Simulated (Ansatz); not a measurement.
**GaPNH (triplet): from Hartree-Fock to the top rungs at a displaced geometry (v1), cc-pVDZ**

How much of the correlation energy of GaPNH (triplet) does each wave-function method recover here?

Computed with Ansatz 0.2.0, Gaussian basis. Level: cc-pVDZ, core rule «outside noble gas», up to 20 orbitals frozen.

Plan: UHF; CCSD(T) on ROHF; CCSD(T) on UHF; BCCD(T) on ROHF; CISD; CCSDT(Q) on ROHF; CCSDT(Q) on UHF.

29 further runs of the same task are left out: 7 for a known fault of the program, 10 that didn't finish, 12 set aside as unsound or not needed.

## Step 1: What is computed

The geometry is a PBE0/def2-TZVP stationary point (not a proven minimum) with its atoms shifted at random (size 0.040 Å). No spin-orbit coupling is included. The filled d shell of Ga may be among the frozen orbitals whatever the setting's name suggests; the logs give the count.

4 atoms, charge 0, spin multiplicity 3.

Atoms are counted from 1 here; the program's logs count them from 0.

Bond lengths: Ga1–N2 1.830 Å, Ga1–H4 1.551 Å, N2–P3 1.569 Å. Angles: N2–Ga1–H4 120.4°, Ga1–N2–P3 171.6°.

Geometry (Å):

```
atom     x (Å)     y (Å)     z (Å)
 Ga1   0.00234  -0.38176   1.07573
  N2   0.00146  -0.20869  -0.74607
  P3   0.04948  -0.28487  -2.31242
  H4  -0.05327   0.87532   1.98276
```

## Step 2: UHF

Input file in.yaml:

```yaml
crystal:
  periodic: [false, false, false]
  atoms:
    - {symbol: Ga, position_ang: [0.002338, -0.381761, 1.075731]}
    - {symbol: N, position_ang: [0.001457, -0.208691, -0.746069]}
    - {symbol: P, position_ang: [0.049478, -0.284868, -2.312424]}
    - {symbol: H, position_ang: [-0.053272, 0.875320, 1.982763]}
basis:
  gaussian: {orbitals: cc-pVDZ}
magnetization: {spin_polarized: true, initial_magnetization: 2}
hamiltonian: {xc: hf}
output: {orbitals: {seedname: orbitals}}
```

Run with:

```sh
> ansatz run in.yaml --threads 1 --pin off --events-out ev --progress --plain --max-ram 2393MiB
```

After this run come: CCSD(T) on ROHF; CCSD(T) on UHF; BCCD(T) on ROHF; CISD; CCSDT(Q) on ROHF; CCSDT(Q) on UHF.

Q: Predict the results of all the runs planned. Wanted: RCCSDT(Q) below the RHF energy; RMP2 from RCCSDT(Q); UMP2 from RCCSDT(Q); RCCSD from RCCSDT(Q); RCCSD(T) from RCCSDT(Q); UCCSD(T) from RCCSDT(Q); UCCSDT(Q) from RCCSDT(Q); T1 diagnostic.

**Answer**, as computed:

| quantity | value |
| --- | --- |
| RCCSDT(Q) below the RHF energy | -9.8198 eV |
| RMP2 from RCCSDT(Q) | +25.02 kcal/mol |
| UMP2 from RCCSDT(Q) | +39.38 kcal/mol |
| RCCSD from RCCSDT(Q) | +12.08 kcal/mol |
| RCCSD(T) from RCCSDT(Q) | +1.96 kcal/mol |
| UCCSD(T) from RCCSDT(Q) | +2.30 kcal/mol |
| UCCSDT(Q) from RCCSDT(Q) | -0.37 kcal/mol |
| levels within 1 kcal/mol (43 meV) | UCCSDT, UCCSDT(Q) |
| T1 diagnostic | 0.039 |

What this shows: RCCSD(T) lands +1.96 kcal/mol from the yardstick (0.9 % of the correlation energy). These misses are within one basis, not against nature; the frozen cores of restricted and unrestricted runs differ, which can shift their rows.
